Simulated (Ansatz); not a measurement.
# ScAl3: the cost of one run

Program: Ansatz 0.2.0. Level of theory: DFT PBEsol, scalar-relativistic, plane waves, PAW. These are calculated values, not measurements.

1 further run of the same task is left out (set aside as unsound or not needed).

### 1 The structure to begin with

The structure is tetragonal, space group I4/mmm (No. 139). The conventional cell has a = 3.991 Å, b = 3.991 Å, c = 8.740 Å, α = 90.00°, β = 90.00°, γ = 90.00°. Sc (site symmetry 4/mmm) is surrounded by 12 Al at 2.82 to 2.96 Å. Around Al (site symmetry -4m2) lie 8 Al at 2.82 to 2.96 Å and 4 Sc at 2.96 Å. Al (site symmetry 4/mmm) has 4 Sc at 2.82 Å and 8 Al at 2.96 Å as nearest neighbours.

Coordinates:

```
Sc Al
1.0
    -1.99574    1.99574    4.36982
     1.99574   -1.99574    4.36982
     1.99574    1.99574   -4.36982
Sc Al
1 3
Direct
  0.00000 0.00000 0.00000
  0.75000 0.25000 0.50000
  0.25000 0.75000 0.50000
  0.50000 0.50000 0.00000
```

It goes back to an entry of the Materials Project, which need not be the stable form.

It is the result of an earlier relaxation at this level (volume 17.40 Å³/atom; gap on the mesh: none (metal)).

### 2 The undisturbed cell

input.yaml reads:

```yaml
crystal:
  lattice:
    - [-1.995738889, 1.995738889, 4.3698183021]
    - [1.995738889, -1.995738889, 4.3698183021]
    - [1.995738889, 1.995738889, -4.3698183021]
  atoms:
    - { symbol: Sc, position: [0.0, 0.0, 0.0] }
    - { symbol: Al, position: [0.75, 0.25, 0.5] }
    - { symbol: Al, position: [0.25, 0.75, 0.5] }
    - { symbol: Al, position: [0.5, 0.5, 0.0] }
basis:
  ecutwfc: 420
kpoints:
  mp_grid: { grid: [12, 12, 12] }
hamiltonian:
  xc: pbesol
scf:
  occupations: { method: gaussian, width: 0.15 }
output:
  forces: true
  stress: true
  eigenvalues: true
  write_density: true
  write_potential: true
  elf: true
  volumetric_format: npy
```

The run is started by

```sh
$ ansatz run input.yaml --threads 2 --pin off --max-ram 5120MiB --backend cpu --events-out ev --progress --plain --runs-dir out
```

Q: Estimate wall time and peak memory on 2 threads of Arm Neoverse V2, shared host.

About 5.8 s, with a peak of 0.44 GiB.
